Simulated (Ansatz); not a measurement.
**CHClFGeN (SMILES N#[C][GeH]([F])[Cl]) at SVWN5/cc-pVDZ**

Aim: the energy change on altering one bond length of CHClFGeN at SVWN5/cc-pVDZ, from 2 runs. 

The results are computed with Ansatz 0.2.0.

154 further runs of the same task are left out: 1 that didn't finish, 153 set aside as unsound or not needed.

### Step 1. The molecule

CHClFGeN: 6 atoms, total charge 0, spin state singlet. SMILES: `N#[C][GeH]([F])[Cl]`. The shape is that of a PBE0-D4/def2-TZVP optimisation.

Bond lengths: N1–C2 1.151 Å, C2–Ge3 1.913 Å, Ge3–F4 1.718 Å, Ge3–Cl5 2.113 Å, Ge3–H6 1.520 Å. Angles: N1–C2–Ge3 178.0°, C2–Ge3–F4 105.5°, C2–Ge3–Cl5 108.2°, F4–Ge3–Cl5 107.8°, C2–Ge3–H6 113.0°, F4–Ge3–H6 109.5°, Cl5–Ge3–H6 112.5°.

### Step 2. A single-point energy at SVWN5/cc-pVDZ

input.yaml

```yaml
basis:
  gaussian:
    orbitals: cc-pVDZ
crystal:
  periodic: [false, false, false]
  atoms:
    - {symbol: N, position_ang: [-1.036900, -2.307000, 0.030700]}
    - {symbol: C, position_ang: [-0.544000, -1.267300, 0.040100]}
    - {symbol: Ge, position_ang: [0.237100, 0.477900, 0.107700]}
    - {symbol: F, position_ang: [1.896000, 0.253800, -0.276600]}
    - {symbol: Cl, position_ang: [-0.627600, 1.648100, -1.423900]}
    - {symbol: H, position_ang: [0.117300, 1.130400, 1.475800]}
hamiltonian:
  xc: {name: SVWN5}
accuracy: high
output:
  orbitals: {seedname: orbitals}
```

On the command line:

```
ansatz run input.yaml --threads 1 --pin off --max-ram 3480MiB --events-out events.jsonl --progress --plain --runs-dir runs
```

The log of the run:

```text
Warning: RAYON_NUM_THREADS=1 ignored (pool sized by the plan → 1); use --threads N
Functional definition: SVWN5
  name "SVWN5"
  exchange = slater_x
  correlation = vwn5_c
2015 factors; integrals over basis functions are off by at most 4.4e-9 eV
mean field evaluation 1: about -74131.3894 eV, gradient 5.0e1 eV
mean field evaluation 2: about -74101.1135 eV, gradient 1.2e2 eV
mean field evaluation 4: about -74136.4168 eV, gradient 1.4e1 eV
mean field evaluation 8: about -74136.8063 eV, gradient 4.0e-1 eV
mean field evaluation 16: about -74136.8033 eV, gradient 5.6e-5 eV
mean field -74136.80327103 eV, -2724.4772684801 hartree, gradient 2.5e-8 eV, S^2 0.000000; 0 other end points of the search recorded, 0 dependent functions left out
reference -74136.80327388 eV, -2724.4772685848 hartree; 36, 36 occupied and 56, 56 virtual orbitals, 2015 factors
Total energy: -74136.80327388 eV, -2724.4772685848 hartree
```

Wall time 6.6 s (1 thread of Arm Neoverse V1, shared host); peak memory 0.23 GiB.

### Step 3. The distorted shape

job.yaml

```yaml
crystal:
  periodic: [false, false, false]
  atoms:
    - symbol: N
      position_ang: [-2.363995, -2.127723, 0.338134]
    - symbol: C
      position_ang: [-1.871095, -1.088023, 0.347534]
    - symbol: Ge
      position_ang: [-1.089995, 0.657177, 0.415134]
    - symbol: F
      position_ang: [1.896000, 0.253800, -0.276600]
    - symbol: Cl
      position_ang: [-1.954695, 1.827377, -1.116466]
    - symbol: H
      position_ang: [-1.209795, 1.309677, 1.783234]
basis:
  gaussian:
    orbitals: cc-pVDZ
hamiltonian:
  xc: {name: SVWN5}
output:
  orbitals: {seedname: orbitals}
accuracy: high
```

On the command line:

```
ansatz run job.yaml --threads 1 --pin off --max-ram 3480MiB --events-out events.jsonl --progress --plain --runs-dir runs
```

The log of the run:

```text
Warning: RAYON_NUM_THREADS=1 ignored (pool sized by the plan → 1); use --threads N
[... 4 set-up lines as earlier in the session ...]
1950 factors; integrals over basis functions are off by at most 8.4e-9 eV
mean field evaluation 1: about -74121.2002 eV, gradient 6.5e1 eV
mean field evaluation 2: about -73756.4696 eV, gradient 2.1e2 eV
mean field evaluation 4: about -74128.6089 eV, gradient 3.1e1 eV
mean field evaluation 8: about -74132.1525 eV, gradient 1.7e0 eV
mean field evaluation 16: about -74132.1545 eV, gradient 1.3e-1 eV
mean field evaluation 32: about -74132.1545 eV, gradient 1.1e-7 eV
mean field -74132.15450116 eV, -2724.3064293387 hartree, gradient 6.8e-8 eV, S^2 0.000000; 0 other end points of the search recorded, 0 dependent functions left out
reference -74132.15450397 eV, -2724.3064294418 hartree; 36, 36 occupied and 56, 56 virtual orbitals, 1950 factors
Total energy: -74132.15450397 eV, -2724.3064294418 hartree
```

Wall time 6.6 s (1 thread of Arm Neoverse V1, shared host); peak memory 0.22 GiB.

### Step 4. Summary of results

At SVWN5/cc-pVDZ:

```
                                                          quantity           value
                                         first shape: total energy  -2724.47727 Eh
                                          first shape: HOMO energy        -8.48 eV
                                          first shape: LUMO energy        -2.47 eV
                                        first shape: HOMO–LUMO gap         6.01 eV
                                     distorted shape: total energy  -2724.30643 Eh
                                      distorted shape: HOMO energy        -6.18 eV
                                      distorted shape: LUMO energy        -6.00 eV
                                    distorted shape: HOMO–LUMO gap         0.18 eV
energy change with the Ge3–F4 bond stretched from 1.718 to 3.092 Å        4.649 eV
```

In words: One bond (distorted shape) is far stretched, which a spin-restricted single reference describes badly; a broken-symmetry solution may lie lower. With the Ge3–F4 bond stretched from 1.718 to 3.092 Å the energy rises by 4.65 eV (449 kJ/mol). The first shape isn't relaxed at this level, so the change isn't measured from a minimum. A restricted reference can't describe the breaking bond well at this length.
